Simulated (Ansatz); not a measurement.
# WS (Pm-3m) in Ansatz: a series of runs

The runs below take WS through relaxation of cell and atoms, single point, with PBEsol0, PBE0.

Program: Ansatz 0.2.0. These are calculated values, not measurements. Logs are shortened: lines on timing, memory, paths and dates and some standing lists are left out, and cuts for length are marked.

**1. The structure**

It takes space group Pm-3m (No. 221, cubic). The conventional cell has a = 3.008 Å, b = 3.008 Å, c = 3.008 Å, α = 90.00°, β = 90.00°, γ = 90.00°. W (site symmetry m-3m) has 8 S at 2.60 Å as nearest neighbours. Around S (site symmetry m-3m) lie 8 W at 2.60 Å.

The cell was built by a generator and needn't be a form met in nature.

**2. Relaxation of cell and atoms, PBEsol0**

File input.yaml:

```yaml
crystal:
  lattice:
    - [3.00789, 0.0, 0.0]
    - [0.0, 3.00789, 0.0]
    - [0.0, 0.0, 3.00789]
  atoms:
    - { symbol: W, position: [0.5, 0.5, 0.5] }
    - { symbol: S, position: [0.0, 0.0, 0.0] }
hamiltonian:
  xc: { exchange: pbesol, correlation: pbesol, exx: { coeff: 0.25 } }
  pseudopotentials: { kind: paw }
kpoints:
  mp_grid: { grid: [5, 5, 5] }
scf:
  occupations: { method: fermi_dirac, width: 0.05 }
output:
  forces: true
  stress: true
  eigenvalues: true
relax:
  f_tol: 0.01
  max_steps: 40
  cell: { stress_tol: 0.05 }
```

Potentials or basis: Ansatz PAW.

Run with:

```
$ ansatz run input.yaml --threads 2 --pin off --max-ram 5632MiB --backend cpu --events-out ev --progress --plain --runs-dir out
```

The program printed:

```text
Warning: RAYON_NUM_THREADS=2 ignored (pool sized by the plan → 2); use --threads N
Engine: ansatz 0.2.0, x86_64-unknown-linux-gnu
Pseudopotentials: kind: paw
Pseudopotential: W, paw, valence charge 14, recommended cutoff 420 eV (normal), W.paw.azcp
Pseudopotential: S, paw, valence charge 6, recommended cutoff 420 eV (normal), S.paw.azcp
Functional definition: unnamed
  parameter a_1 = 0.25
  exchange = (1 - a_1)*pbe_x(mu = 0.12345679012345678) + a_1*exact_x
  correlation = pbe_c(beta = 0.046)
Crystal: 2 atoms, lattice volume = 27.214 Å³
Basis set: ecut = 420 eV, 515 PW (Γ), exchange–correlation on 48×48×48 points (8 copies of the dense FFT grid, shifted against one another)
Bands: 14, of which v1, the nominal top of the filled ones, is band 10 counted from 1 (9 counted from 0)
Symmetry: 48 space group operations
Space group: Pm-3m (ITA 221), of the structure as read, at distance tolerance 3.0e-5 Å
k-points: 10 of 125
Non-local potential: W, projectors of the file, l = 0: 3, l = 1: 2, l = 2: 2, l = 3: 1
Non-local potential: S, projectors of the file, l = 0: 2, l = 1: 2, l = 2: 2
PAW form: soft (Blöchl's): semilocal exchange-correlation on the pseudo side does not see the compensation charge
PAW frozen core: W, regenerated for the run's functional, and the local potential with it (the file was generated under x = pbe(κ = 0.804, μ = 0.2195149727645171), c = pbe(β = 0.06672455060314922))
PAW frozen core: S, regenerated for the run's functional, and the local potential with it (the file was generated under x = pbe(κ = 0.804, μ = 0.2195149727645171), c = pbe(β = 0.06672455060314922))
PAW one-centre angular grid: W, 590 points (default); XC on 64 Gauss nodes
PAW one-centre angular grid: S, 110 points (default); XC on 64 Gauss nodes
Initial density: superposition of atomic densities (neutral atoms: chi_scale 0, normalization atom), corrected by the library's trained network
Initial wavefunctions: pseudopotential atomic-orbital guess
Functional: x = pbesol(κ = 0.804, μ = 0.12345679012345678), c = pbesol(β = 0.046), warm-up for x = 0.75 pbesol(κ = 0.804, μ = 0.12345679012345678) + 0.25 exact, c = pbesol(β = 0.046)
SCF iter   1: F=—  HF=-11141.314010 eV  |F-HF|=—  |Δ(HF+E_count)|=         —  Δρ=7.65e-3  dr2=1.32e-2  ethr=1.77e-3  ⟨swp⟩=5.2  Hψ=549  notcnv=0
preconditioner: auto → none  [metal: Δε(μ)=0.041 eV  Ē_g=9.398 eV  σ=0.050 eV  W_gap=0.20  n_scr=6 (ndim 8)  ℏωp=24.7 eV  f_vac=0.000  D(μ)=2.72/eV (n_scr^D=32)  sad-step TF]
SCF iter   2: F=—  HF=-11141.311067 eV  |F-HF|=—  |Δ(HF+E_count)|=   2.94e-3  Δρ=4.38e-3  dr2=4.45e-3  ethr=6.62e-5  ⟨swp⟩=2.5  Hψ=273  notcnv=0  defer=1
iter 3 solved again at ethr=9.00e-8 eV; its pass at ethr=2.22e-5 eV (dr2=1.80e-5 eV) is discarded
SCF iter   3: F=—  HF=-11141.309536 eV  |F-HF|=—  |Δ(HF+E_count)|=   1.53e-3  Δρ=3.78e-4  dr2=1.83e-5  ethr=9.00e-8  ⟨swp⟩=3.2  Hψ=662  notcnv=0
SCF iter   4: F=—  HF=-11141.309531 eV  |F-HF|=—  |Δ(HF+E_count)|=   4.87e-6  Δρ=5.73e-5  dr2=7.55e-7  ethr=9.00e-8  ⟨swp⟩=3.0  Hψ=344  notcnv=0
SCF iter   5: F=—  HF=-11141.309531 eV  |F-HF|=—  |Δ(HF+E_count)|=   2.12e-7  Δρ=8.88e-6  dr2=1.36e-8  ethr=3.78e-9  ⟨swp⟩=3.0  Hψ=303  notcnv=0
SCF iter   6: F=—  HF=-11141.309531 eV  |F-HF|=—  |Δ(HF+E_count)|=   4.84e-9  Δρ=7.29e-7  dr2=4.82e-11  ethr=6.81e-11  ⟨swp⟩=3.0  Hψ=336  notcnv=0
SCF iter   7: F=-11141.309531 eV  HF=-11141.309531 eV  |F-HF|=3.64e-12  |Δ(HF+E_count)|=  5.09e-11  Δρ=1.68e-7  dr2=5.04e-12  ethr=1.00e-12  ⟨swp⟩=2.9  Hψ=259  notcnv=0
SCF 1 converged in 7 iterations: F = -11141.309531 eV  dr2 = 5.04e-12
Initial density: handed on by an earlier stage of this run
Initial wavefunctions: those handed on with the density
Functional: x = 0.75 pbesol(κ = 0.804, μ = 0.12345679012345678) + 0.25 exact, c = pbesol(β = 0.046)
Frozen-core exchange: fock
iter 1 solved again at ethr=6.23e-5 eV; its pass at ethr=1.00e-1 eV (dr2=1.25e-2 eV) is discarded
[... 153 lines left out ...]
Crystal: 2 atoms, lattice volume = 25.856 Å³
Frozen-core exchange: fock
iter 1 solved again at ethr=2.34e-8 eV; its pass at ethr=1.00e-1 eV (dr2=4.67e-6 eV) is discarded
SCF iter   1: F=—  HF=-11180.746772 eV  |F-HF|=—  |Δ(HF+E_count)|=         —  Δρ=2.17e-5  dr2=1.67e-7  ethr=2.34e-8  ⟨swp⟩=3.6  Hψ=567  notcnv=0
preconditioner: auto → none  [insulator: Δε(μ)=0.429 eV  Ē_g=11.934 eV  σ=0.050 eV  W_gap=0.91  n_scr=6 (ndim 8)  ℏωp=25.3 eV  f_vac=0.000  D(μ)=0.60/eV (n_scr^D=0)]
SCF iter   2: F=—  HF=-11180.746773 eV  |F-HF|=—  |Δ(HF+E_count)|=   7.60e-7  Δρ=1.26e-5  dr2=4.30e-8  ethr=5.73e-10  ⟨swp⟩=3.9  Hψ=362  notcnv=0
SCF iter   3: F=—  HF=-11180.746773 eV  |F-HF|=—  |Δ(HF+E_count)|=   3.72e-9  Δρ=6.38e-6  dr2=8.79e-9  ethr=2.04e-10  ⟨swp⟩=2.0  Hψ=242  notcnv=0
iter 4 solved again at ethr=1.00e-12 eV; its pass at ethr=4.19e-11 eV (dr2=1.13e-10 eV) is discarded
SCF iter   4: F=-11180.746773 eV  HF=-11180.746773 eV  |F-HF|=5.64e-11  |Δ(HF+E_count)|=   4.66e-9  Δρ=8.99e-7  dr2=1.30e-10  ethr=1.00e-12  ⟨swp⟩=2.8  Hψ=520  notcnv=0
SCF 17 stopped early in 4 iterations: F = -11180.746773 eV  dr2 = 1.30e-10
hybrid outer 1: dexx = +9.383e-7 eV, tail = 6.48e-9 eV
Frozen-core exchange: fock
SCF iter   1: F=—  HF=-11180.746773 eV  |F-HF|=—  |Δ(HF+E_count)|=         —  Δρ=1.71e-6  dr2=2.97e-10  ethr=1.62e-10  ⟨swp⟩=4.5  Hψ=379  notcnv=0
SCF iter   2: F=—  HF=-11180.746773 eV  |F-HF|=—  |Δ(HF+E_count)|=  9.28e-11  Δρ=7.04e-7  dr2=3.86e-11  ethr=1.46e-12  ⟨swp⟩=3.0  Hψ=302  notcnv=0
SCF iter   3: F=-11180.746773 eV  HF=-11180.746773 eV  |F-HF|=1.82e-12  |Δ(HF+E_count)|=  1.09e-11  Δρ=2.79e-7  dr2=4.86e-12  ethr=1.00e-12  ⟨swp⟩=2.0  Hψ=242  notcnv=0
SCF 18 converged in 3 iterations: F = -11180.746773 eV  dr2 = 4.86e-12
[... 7 lines left out ...]
preconditioner: auto → none  [insulator: Δε(μ)=0.429 eV  Ē_g=13.264 eV  σ=0.050 eV  W_gap=0.91  n_scr=6 (ndim 8)  ℏωp=25.3 eV  f_vac=0.000  D(μ)=0.60/eV (n_scr^D=0)]
SCF iter   2: F=—  HF=-11180.746184 eV  |F-HF|=—  |Δ(HF+E_count)|=   1.02e-7  Δρ=6.19e-5  dr2=1.26e-7  ethr=2.28e-9  ⟨swp⟩=3.5  Hψ=325  notcnv=0  defer=32
SCF iter   3: F=—  HF=-11180.746184 eV  |F-HF|=—  |Δ(HF+E_count)|=   1.49e-8  Δρ=6.87e-6  dr2=1.70e-8  ethr=6.27e-10  ⟨swp⟩=4.6  Hψ=375  notcnv=0  defer=14
iter 4 solved again at ethr=1.78e-12 eV; its pass at ethr=8.04e-11 eV (dr2=3.55e-10 eV) is discarded
SCF iter   4: F=—  HF=-11180.746184 eV  |F-HF|=—  |Δ(HF+E_count)|=   6.33e-9  Δρ=2.22e-6  dr2=3.73e-10  ethr=1.78e-12  ⟨swp⟩=3.1  Hψ=643  notcnv=0
SCF iter   5: F=—  HF=-11180.746184 eV  |F-HF|=—  |Δ(HF+E_count)|=  2.55e-11  Δρ=4.70e-7  dr2=5.79e-11  ethr=1.78e-12  ⟨swp⟩=4.4  Hψ=385  notcnv=0  defer=9
SCF iter   6: F=-11180.746184 eV  HF=-11180.746184 eV  |F-HF|=1.42e-10  |Δ(HF+E_count)|=  2.00e-11  Δρ=7.09e-8  dr2=1.17e-12  ethr=1.00e-12  ⟨swp⟩=2.1  Hψ=244  notcnv=0
SCF 19 converged in 6 iterations: F = -11180.746184 eV  dr2 = 1.17e-12
hybrid outer 1: dexx = +3.432e-8 eV, tail = 4.23e-10 eV
Frozen-core exchange: fock
SCF iter   1: F=—  HF=-11180.746184 eV  |F-HF|=—  |Δ(HF+E_count)|=         —  Δρ=4.60e-7  dr2=1.42e-11  ethr=1.06e-11  ⟨swp⟩=10.1  Hψ=550  notcnv=0
SCF iter   2: F=-11180.746184 eV  HF=-11180.746184 eV  |F-HF|=5.46e-12  |Δ(HF+E_count)|=  9.09e-12  Δρ=2.44e-7  dr2=3.97e-12  ethr=1.00e-12  ⟨swp⟩=2.2  Hψ=245  notcnv=0
SCF 20 converged in 2 iterations: F = -11180.746184 eV  dr2 = 3.97e-12
  Residual-converged pass: ⟨swp⟩=4.0  Hψ=372  notcnv=0  max |occ|·‖R‖ = 9.8e-9 eV (tolerance 1.0e-8 eV)  dr2=4.10e-12  dr2_onsite=3.05e-13  max |Δocc| = 1.4e-14
hybrid outer 2: dexx = +1.220e-11 eV, tail = 8.88e-12 eV, Δε = 3.39e-5 eV (about 5.16e-6 eV left of the loop's levels)
relax step   6: F+E_penalty+E_count = -11180.74618409 eV  Δ(F+E_penalty+E_count) = +5.887e-4 eV  max|allowed force component| = 2.728e-30 eV/Å  Δτ_max = 0.0000 Å  P = -0.007 GPa  Ω = 25.856 Å³  stress off target by 7.01e-3 GPa  SCF on the basis re-selected at this cell (its energy is not comparable with the rows above)  (8 SCF iters)
basis re-selected at this cell: Δ(F+E_penalty+E_count) = +5.887e-4 eV, ΔP = -0.008 GPa vs the last step (what re-selecting the basis moved, of the pressure what is left beyond the Pulay correction that the steps carried, after the strain that the cell walked since its last selection, with what the two solves' SCF thresholds leave and, on support functions, any second-order correction that the steps lacked; it is no measure of the basis error at this ecutwfc). The dense FFT grid was sized anew with the basis: this SCF ran on 20×20×20 points, the steps before it on 24×24×24, so part of this shift can come from that change (see relax.cell in the input reference). This SCF's stress stands 7.01e-3 GPa from its target on what of the cell is left free (relax.cell.stress_tol is 5.00e-2 GPa) and its largest allowed force component is 2.73e-30 eV/Å (relax.f_tol is 1.00e-2 eV/Å): within both
hybrid SCF converged: 2 outer / 8 inner (+0 warm-up), last move |dexx| = 1.22e-11 eV, tail = 8.88e-12 eV
Stability not checked: this state was not tested for a lower state beside it, because the functional holds exact exchange (a hybrid, or Hartree-Fock), whose exchange loop this test does not read (fock_operator; see scf.lower_state_search)
Free energy (F): -11180.746184 eV
Frozen-core exchange: fock
Harris-Foulkes:  -11180.746184 eV  (|F-HF|=5.46e-12)
Internal energy: -11180.740477 eV  (E = F + TS)
E sigma→0 (E₀):  -11180.743331 eV
Entropy (-TS):   -0.005707 eV (-2.853 meV/atom)
Fermi energy:    21.591521 eV
--- Per-component energies (eV) ---
  E_band       = -77.711571
  E_kinetic    = 566.360162
  E_local      = -673.336524  (includes V_loc(G=0)·N_el)
  E_nonlocal   = 32.901389
  E_hartree    = 251.191367
  E_xc         = -281.799266
  E_vxc        = -255.850190  (∫ρ·V_xc dr)
  E_exx        = -60.494700  (= α·E_x^exact, valence–valence)
  E_paw        = -9081.975552  (= ΣΔE_a)
  E_vpaw       = -129.179696  (= ΣTr[D̂ρ^β])
  E_aug_tail   = -0.000058  (compensation charges beyond the density's cutoff)
  E_ewald      = -1930.774775
  E_core_change = -2.812519  (= ΣΔE_core)
  E_smearing   = -0.005707  (= −TS)
  E_closure    = -0.000000  (closes the sum)
  Σ components = -11180.746184   (vs F -11180.746184, Δ=0.00e0)
--- Forces (eV/Å), atoms counted from 1 ---
  atom   1  W     -0.00000000    -0.00000000     0.00000000
  atom   2  S      0.00000000     0.00000000    -0.00000000
  max |Σ_I F_I| component: 5.23e-30 eV/Å
--- Stress (GPa, compression-positive) ---
       -0.007010       0.000000       0.000000
        0.000000      -0.007010       0.000000
        0.000000       0.000000      -0.007010
  P = ⅓ Tr σ = -0.0070 GPa (-0.070 kbar)
--- Band table (eV; the first three rows and the last of 10) ---
  k-point 0: bands = ["-57.6219", "-20.3298", "-20.3298", "-20.3298", "0.5770", "14.9758", "14.9758", "17.3542", "17.3542", "17.3542", "23.0352", "23.0352", "23.0352", "25.1798"]
  k-point 1: bands = ["-57.6123", "-20.5402", "-20.3096", "-20.3096", "1.3206", "12.7024", "15.4235", "16.3945", "16.3945", "18.7444", "23.2574", "24.2342", "24.2342", "27.2315"]
  k-point 2: bands = ["-57.5963", "-20.8713", "-20.2760", "-20.2760", "3.0148", "9.1923", "15.2590", "15.2590", "16.3321", "23.5383", "23.8184", "26.4968", "26.6386", "26.6386"]
  k-point 9: bands = ["-57.5444", "-20.7269", "-20.7207", "-20.7207", "5.1167", "10.6623", "10.6623", "12.1168", "20.6943", "22.0486", "22.0486", "27.0023", "27.0023", "28.9142"]
--- Relaxed structure (5 steps of the walk, 5 accepted, 1 SCFs on fresh bases) ---
  F+E_penalty+E_count = -11180.74618409 eV   max|allowed force component| = 2.728e-30 eV/Å   (the final SCF, on the basis selected at the relaxed cell)
  cell:  # Å, volume = 25.8556 Å³
    - [2.957000976244804, 5.296307347064899e-34, -3.851859888774472e-34]
    - [5.296307347064899e-34, 2.957000976244804, -3.209883240645393e-34]
    - [-6.419766481290786e-34, -3.209883240645393e-34, 2.957000976244804]
  atoms:
    - { symbol: W, position: [0.5, 0.5, 0.5] }
    - { symbol: S, position: [-3.5884600185632863e-47, 8.003658479810971e-36, 5.33577231987575e-36] }
```

It took 53 s on 2 threads of Intel Xeon Platinum 8259CL at 2.50GHz (Skylake/Cascade Lake), shared host; peak memory 0.79 GiB.

Results:

| Property | Result |
| --- | --- |
| Free energy | -11180.7462 eV |
| Relaxed volume | 12.93 Å³/atom |
| Relaxed cell | a = 2.957 Å, b = 2.957 Å, c = 2.957 Å, α = 90.00°, β = 90.00°, γ = 90.00° |
| Space group after relaxing (to 0.05 Å) | Pm-3m (No. 221) |
| Energy gained by relaxing | 30.2 meV/atom |
| Ionic steps | 6 |
| Pressure after relaxing | 0.0 GPa |
| Band gap on the k mesh | none (metal or under the smearing width) |

The path:
| step | energy change (eV) | largest force (eV/Å) | volume (Å³) |
| --- | --- | --- | --- |
| 1 | 0.0000 | 0.0000 | 27.21 |
| 2 | -0.0282 | 0.0000 | 24.93 |
| 3 | -0.0608 | 0.0000 | 25.94 |
| 4 | -0.0611 | 0.0000 | 25.86 |
| 5 | -0.0611 | 0.0000 | 25.86 |
| 6 | -0.0605 | 0.0000 | 25.86 |

Final structure:
```
W S
1.0
     2.95700    0.00000    0.00000
     0.00000    2.95700    0.00000
     0.00000    0.00000    2.95700
W S
1 1
Direct
  0.50000 0.50000 0.50000
  0.00000 0.00000 0.00000
```

Levels at points of the mesh, in eV from the Fermi level:
```
           k point  band 7  band 8  band 9  band 10  band 11  band 12  band 13  band 14
(0.00, 0.00, 0.00)   -6.62   -4.24   -4.24    -4.24     1.44     1.44     1.44     3.59
```

Caveat: the k mesh is coarse (spacing up to 0.42 Å⁻¹), so the values aren't converged, least of all with exact exchange; the plane-wave basis is chosen anew once the cell has moved, so the energies of steps on either side of that aren't comparable; the PAW data sets come from PBE, with cores solved anew for the run's functional, which leaves a small shift of forces and pressure.

**3. Single point, PBE0**

input.yaml: that of step 2 with these lines changed.

```diff
@@ -9,3 +9,3 @@
 hamiltonian:
-  xc: { exchange: pbesol, correlation: pbesol, exx: { coeff: 0.25 } }
+  xc: pbe0
   pseudopotentials: { kind: paw }
@@ -19,5 +19 @@
   eigenvalues: true
-relax:
-  f_tol: 0.01
-  max_steps: 40
-  cell: { stress_tol: 0.05 }
```

Potentials or basis: Ansatz PAW.

Run with:

```
$ ansatz run input.yaml --threads 2 --pin off --max-ram 5632MiB --backend cpu --events-out ev --progress --plain --runs-dir out
```

It took 11 s on 2 threads of Arm Neoverse V1, shared host; peak memory 0.67 GiB.

The run converged. Its results:

```
Free energy            : -11285.2129 eV
Pressure               : -8.4 GPa
Band gap on the k mesh : none (metal or under the smearing width)
```

Levels at points of the mesh, in eV from the Fermi level:
```tsv
k point	band 7	band 8	band 9	band 10	band 11	band 12	band 13	band 14
(0.00, 0.00, 0.00)	-6.27	-4.28	-4.28	-4.28	1.35	1.35	1.35	2.89
```

Caveat: the k mesh is coarse (spacing up to 0.42 Å⁻¹), so the values aren't converged, least of all with exact exchange; the PAW data sets come from PBE, with cores solved anew for the run's functional, which leaves a small shift of forces and pressure; the thresholds are loose for stress. Spin-orbit coupling is left out, which matters for the levels of W.
